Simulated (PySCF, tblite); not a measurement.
# C₆H₇NSe: a rotation path, then NMR shifts on frames, part 2 of 2

tblite 0.8.0 and PySCF 2.14.0. Atoms count from 0. The steps go on from the part before.

## Step 5: NMR shieldings: image 4, PBE0/pcSseg-1

The job: settings as JSON, then the geometry in Å.

```
{"job": {"kind": "nmr", "xc": "PBE0", "basis": "pcSseg-1", "pop": false}, "charge": 0, "multiplicity": 1}
C     -1.283700    -1.169500     1.271000
C     -0.844200    -0.114600     0.604700
C     -1.722900     1.011700     0.153900
C      0.594700     0.043400     0.293400
C      1.192500    -0.386700    -0.923300
C      2.530400    -0.133200    -0.951800
Se     3.050200     0.693000     0.615000
N      1.367600     0.609500     1.181000
H     -2.325300    -1.282500     1.521200
H     -0.618100    -1.950700     1.595900
H     -2.759300     0.818200     0.417700
H     -1.398900     1.935100     0.632500
H     -1.650000     1.151300    -0.924200
H      0.634800    -0.861700    -1.712600
H      3.227700    -0.355300    -1.738800
```

Level: GIAO PBE0/pcSseg-1 NMR shielding, non-relativistic, gas phase.

Log:

```text
coarse grid: 60840 points
cycle   1  E = -2688.1260955583  dE =  3.405e-01  |g| = 8.198e-01  |ddm| = 4.010e+00
cycle   2  E = -2688.0710580455  dE =  5.504e-02  |g| = 8.184e-01  |ddm| = 1.210e+00
cycle   3  E = -2688.1706952643  dE = -9.964e-02  |g| = 2.898e-01  |ddm| = 9.593e-01
cycle   4  E = -2688.1892537143  dE = -1.856e-02  |g| = 1.036e-01  |ddm| = 3.376e-01
cycle   5  E = -2688.1916616949  dE = -2.408e-03  |g| = 2.711e-02  |ddm| = 1.135e-01
cycle   6  E = -2688.1918698577  dE = -2.082e-04  |g| = 7.836e-03  |ddm| = 3.750e-02
cycle   7  E = -2688.1918830091  dE = -1.315e-05  |g| = 3.276e-03  |ddm| = 9.501e-03
cycle   8  E = -2688.1918850860  dE = -2.077e-06  |g| = 1.198e-03  |ddm| = 3.551e-03
final grid: 128920 points
cycle   9  E = -2688.1919028968  dE =  9.469e-07  |g| = 2.317e-03  |ddm| = 4.478e-03
cycle  10  E = -2688.1918985659  dE =  4.331e-06  |g| = 4.753e-03  |ddm| = 7.096e-03
cycle  11  E = -2688.1919042732  dE = -5.707e-06  |g| = 2.784e-04  |ddm| = 4.686e-03
cycle  12  E = -2688.1919042911  dE = -1.785e-08  |g| = 6.088e-05  |ddm| = 2.915e-04
cycle  13  E = -2688.1919042920  dE = -9.113e-10  |g| = 1.471e-05  |ddm| = 6.888e-05
converged SCF energy = -2688.1919042920

GIAO shielding tensors (ppm)
atom      isotropic    diamagn.    paramagn.     s11        s22        s33       span
  0 C       63.932     250.963    -187.031    -42.119     81.308    152.607    194.726
  1 C       32.403     257.556    -225.153    -84.780     38.474    143.514    228.294
  2 C      158.575     245.326     -86.752    143.776    146.729    185.220     41.444
  3 C        8.111     251.853    -243.741    -64.844    -14.482    103.660    168.504
  4 C       57.927     251.988    -194.061    -20.317     55.674    138.423    158.740
  5 C       21.005     257.361    -236.356    -86.485      7.190    142.311    228.796
  6 Se     767.322    2997.567   -2230.245    259.343    926.325   1116.298    856.956
  7 N      -97.335     324.036    -421.371   -352.978   -142.790    203.763    556.740
  8 H       26.094      30.156      -4.062     22.982     25.617     29.684      6.702
  9 H       26.511      31.103      -4.592     22.302     25.486     31.745      9.442
 10 H       29.559      29.117       0.442     26.291     27.390     34.996      8.705
 11 H       29.304      28.313       0.991     24.804     29.014     34.095      9.290
 12 H       29.563      29.341       0.221     25.374     29.004     34.310      8.936
 13 H       24.535      32.343      -7.808     21.553     24.474     27.579      6.026
 14 H       22.735      30.531      -7.796     19.884     21.477     26.844      6.960
```

It took 73 s on 1 thread, shared host.

In short: δ C3 178.8, C5 165.9, C1 154.5, C4 129.0, H14 8.98, H13 7.18 ppm.

## Step 6: Nuclear shieldings: image 6, PBE0/pcSseg-1

The job: settings as JSON, then the geometry in Å.

```
{"job": {"kind": "nmr", "xc": "PBE0", "basis": "pcSseg-1", "pop": false}, "charge": 0, "multiplicity": 1}
C     -1.277200    -0.991500     1.580600
C     -0.821100    -0.149500     0.660900
C     -1.708100     0.799000    -0.090400
C      0.614500    -0.088900     0.354100
C      1.136000     0.024800    -0.966500
C      2.495900     0.038600    -0.986300
Se     3.149500    -0.072300     0.738100
N      1.481100    -0.151500     1.335400
H     -2.324600    -1.046500     1.826100
H     -0.610300    -1.652500     2.105800
H     -2.743300     0.665600     0.211700
H     -1.409400     1.826000     0.119900
H     -1.637700     0.645500    -1.165900
H      0.511700     0.061300    -1.842200
H      3.138600     0.099700    -1.845600
```

Level: GIAO PBE0/pcSseg-1 NMR shielding, non-relativistic, gas phase.

Log:

```text
coarse grid: 60840 points
cycle   1  E = -2688.1275273448  dE =  3.470e-01  |g| = 8.239e-01  |ddm| = 4.039e+00
cycle   2  E = -2688.0678855061  dE =  5.964e-02  |g| = 8.339e-01  |ddm| = 1.262e+00
cycle   3  E = -2688.1738875159  dE = -1.060e-01  |g| = 2.904e-01  |ddm| = 9.954e-01
cycle   4  E = -2688.1923883383  dE = -1.850e-02  |g| = 1.063e-01  |ddm| = 3.379e-01
cycle   5  E = -2688.1949222646  dE = -2.534e-03  |g| = 2.764e-02  |ddm| = 1.221e-01
cycle   6  E = -2688.1951388556  dE = -2.166e-04  |g| = 8.372e-03  |ddm| = 3.951e-02
cycle   7  E = -2688.1951539819  dE = -1.513e-05  |g| = 3.365e-03  |ddm| = 1.010e-02
cycle   8  E = -2688.1951562222  dE = -2.240e-06  |g| = 1.261e-03  |ddm| = 3.813e-03
final grid: 128920 points
cycle   9  E = -2688.1951679597  dE =  1.013e-06  |g| = 2.397e-03  |ddm| = 4.151e-03
cycle  10  E = -2688.1951633732  dE =  4.586e-06  |g| = 4.881e-03  |ddm| = 7.366e-03
cycle  11  E = -2688.1951694369  dE = -6.064e-06  |g| = 3.182e-04  |ddm| = 4.895e-03
cycle  12  E = -2688.1951694599  dE = -2.302e-08  |g| = 6.636e-05  |ddm| = 3.135e-04
cycle  13  E = -2688.1951694610  dE = -1.087e-09  |g| = 1.411e-05  |ddm| = 7.566e-05
cycle  14  E = -2688.1951694611  dE = -4.002e-11  |g| = 4.907e-06  |ddm| = 1.794e-05
converged SCF energy = -2688.1951694611

GIAO shielding tensors (ppm)
atom      isotropic    diamagn.    paramagn.     s11        s22        s33       span
  0 C       60.462     250.479    -190.017    -40.369     70.703    151.053    191.421
  1 C       37.947     258.101    -220.153    -79.101     44.255    148.689    227.790
  2 C      161.495     246.177     -84.683    145.937    153.812    184.735     38.798
  3 C        9.896     251.231    -241.335    -61.666    -10.592    101.947    163.613
  4 C       59.689     252.620    -192.931    -21.296     54.096    146.268    167.564
  5 C       20.692     256.944    -236.253    -85.985      8.171    139.889    225.874
  6 Se     780.357    2997.562   -2217.206    278.180    943.910   1118.979    840.799
  7 N      -92.623     324.181    -416.804   -343.359   -134.470    199.960    543.319
  8 H       26.107      29.989      -3.882     23.639     25.090     29.591      5.952
  9 H       25.647      31.127      -5.480     21.921     24.390     30.629      8.708
 10 H       29.480      29.295       0.185     25.310     28.247     34.883      9.572
 11 H       29.541      28.885       0.655     26.085     28.024     34.513      8.428
 12 H       29.274      29.967      -0.693     24.322     29.012     34.487     10.165
 13 H       24.365      32.590      -8.225     20.634     23.839     28.622      7.988
 14 H       22.747      30.500      -7.753     19.996     21.337     26.907      6.911
```

Wall time 82 s (1 thread, shared host).

Key values: δ C3 177.0, C5 166.2, C1 149.0, C4 127.2, H14 8.97, H13 7.35 ppm.

## Step 7: NMR shieldings: image 8, PBE0/pcSseg-1

The job: settings as JSON, then the geometry in Å.

```
{"job": {"kind": "nmr", "xc": "PBE0", "basis": "pcSseg-1", "pop": false}, "charge": 0, "multiplicity": 1}
C     -1.255300    -0.741000     1.793900
C     -0.812800    -0.171400     0.674700
C     -1.730200     0.548500    -0.269400
C      0.606300    -0.227200     0.320100
C      1.161000     0.383800    -0.843800
C      2.502500     0.188900    -0.946600
Se     3.100400    -0.812100     0.485100
N      1.444600    -0.872800     1.100800
H     -2.295000    -0.711100     2.072000
H     -0.578500    -1.252100     2.455300
H     -2.750800     0.516600     0.102400
H     -1.432200     1.591100    -0.373100
H     -1.704600     0.085100    -1.254900
H      0.582500     0.939500    -1.559600
H      3.157700     0.542100    -1.721300
```

Method: GIAO PBE0/pcSseg-1 NMR shielding, non-relativistic, gas phase.

Log:

```text
coarse grid: 60840 points
cycle   1  E = -2688.1270042534  dE =  3.567e-01  |g| = 8.299e-01  |ddm| = 4.119e+00
cycle   2  E = -2688.0619621879  dE =  6.504e-02  |g| = 8.536e-01  |ddm| = 1.370e+00
cycle   3  E = -2688.1755892949  dE = -1.136e-01  |g| = 2.912e-01  |ddm| = 1.070e+00
cycle   4  E = -2688.1939870231  dE = -1.840e-02  |g| = 1.109e-01  |ddm| = 3.583e-01
cycle   5  E = -2688.1967383580  dE = -2.751e-03  |g| = 2.949e-02  |ddm| = 1.373e-01
cycle   6  E = -2688.1969853278  dE = -2.470e-04  |g| = 8.749e-03  |ddm| = 4.183e-02
cycle   7  E = -2688.1970015349  dE = -1.621e-05  |g| = 3.532e-03  |ddm| = 1.028e-02
cycle   8  E = -2688.1970040805  dE = -2.546e-06  |g| = 1.276e-03  |ddm| = 4.129e-03
final grid: 128920 points
cycle   9  E = -2688.1969774746  dE =  9.852e-07  |g| = 2.386e-03  |ddm| = 5.366e-03
cycle  10  E = -2688.1969730258  dE =  4.449e-06  |g| = 4.813e-03  |ddm| = 7.359e-03
cycle  11  E = -2688.1969789441  dE = -5.918e-06  |g| = 3.463e-04  |ddm| = 4.945e-03
cycle  12  E = -2688.1969789708  dE = -2.667e-08  |g| = 7.769e-05  |ddm| = 3.325e-04
cycle  13  E = -2688.1969789723  dE = -1.485e-09  |g| = 1.667e-05  |ddm| = 9.627e-05
cycle  14  E = -2688.1969789724  dE = -7.276e-11  |g| = 5.197e-06  |ddm| = 2.133e-05
converged SCF energy = -2688.1969789724

GIAO shielding tensors (ppm)
atom      isotropic    diamagn.    paramagn.     s11        s22        s33       span
  0 C       60.827     250.443    -189.616    -41.175     68.591    155.065    196.240
  1 C       43.534     258.755    -215.221    -73.709     50.965    153.347    227.056
  2 C      162.297     246.827     -84.529    146.025    157.100    183.767     37.742
  3 C       13.483     249.985    -236.502    -58.108     -0.972     99.530    157.638
  4 C       59.923     252.931    -193.007    -21.954     55.481    146.242    168.196
  5 C       19.974     256.851    -236.877    -88.907      9.200    139.628    228.535
  6 Se     766.340    2997.475   -2231.135    270.147    918.218   1110.656    840.508
  7 N      -87.392     325.857    -413.249   -343.711   -126.333    207.869    551.580
  8 H       26.092      29.905      -3.813     23.979     24.682     29.615      5.636
  9 H       24.580      31.240      -6.660     20.960     23.649     29.132      8.172
 10 H       29.452      29.179       0.273     24.942     28.746     34.669      9.728
 11 H       29.318      29.732      -0.414     25.259     28.287     34.409      9.150
 12 H       29.345      29.865      -0.519     25.366     28.259     34.411      9.045
 13 H       24.344      32.901      -8.558     20.200     23.548     29.283      9.083
 14 H       22.708      30.479      -7.771     19.877     21.316     26.933      7.056
```

Wall time 83 s (1 thread, shared host).

Key values: δ C3 173.4, C5 167.0, C1 143.4, C4 127.0, H14 9.01, H13 7.37 ppm.

## Step 8: Side by side: NMR shifts

Shifts (ppm) of some atoms, chosen among heavy atoms and hydrogens apart, with basis size and wall time:

```
  frame     C3     C1     C0    H9   H11  Se6     N7  functions  time
image 0  174.4  150.2  120.9  5.98  2.75  977  362.1        195  82 s
image 2  178.4  153.6  120.6  5.40  3.24  997  361.5        195  79 s
image 4  178.8  154.5  123.0  5.21  2.41  991  365.1        195  73 s
image 6  177.0  149.0  126.5  6.07  2.18  978  360.4        195  82 s
image 8  173.4  143.4  126.1  7.14  2.40  992  355.1        195  83 s
```

## Step 9: Results

The summary covers parts 1 to 2.

```
                                          quantity                                         value
                                           barrier            0.135 eV (3.1 kcal/mol) at image 4
                             end to end (GFN2-xTB)                                      0.022 eV
   13C shifts against TMS (PBE0/pcSseg-1, image 0)   174.4, 165.1, 150.2, 126.4, 120.9, 24.6 ppm
    1H shifts against TMS (PBE0/pcSseg-1, image 0)  8.89, 7.82, 5.98, 5.83, 2.75, 2.65, 1.85 ppm
77Se shifts against Me2Se (PBE0/pcSseg-1, image 0)                                       977 ppm
   15N shifts against NH3 (PBE0/pcSseg-1, image 0)                                     362.1 ppm
                         range of the shift of Se6                                977 to 997 ppm
```

In words: Along the band the dihedral turns by 180°, and the top (dihedral 92°) lies 3.1 kcal/mol above the start (GFN2-xTB, rough), so at room temperature this motion is fast. Ends this close can change order at a higher level. The top was not checked by a frequency run. Shifts at one fixed geometry are not the observed spectrum, which averages over the motion. In the first frame run (image 0): The widest tensor belongs to Se6: span 879 ppm, with a paramagnetic part of -2216 ppm. NICS(1)zz of -25 ppm above the planar ring from C3 marks a diatropic (aromatic) ring current. In ppm, Se6 moves most: its shift spreads over 20 ppm, from 977 (image 0) to 997 (image 2). Spin-orbit coupling is left out, which matters for shieldings and couplings at and beside the heavy atoms.
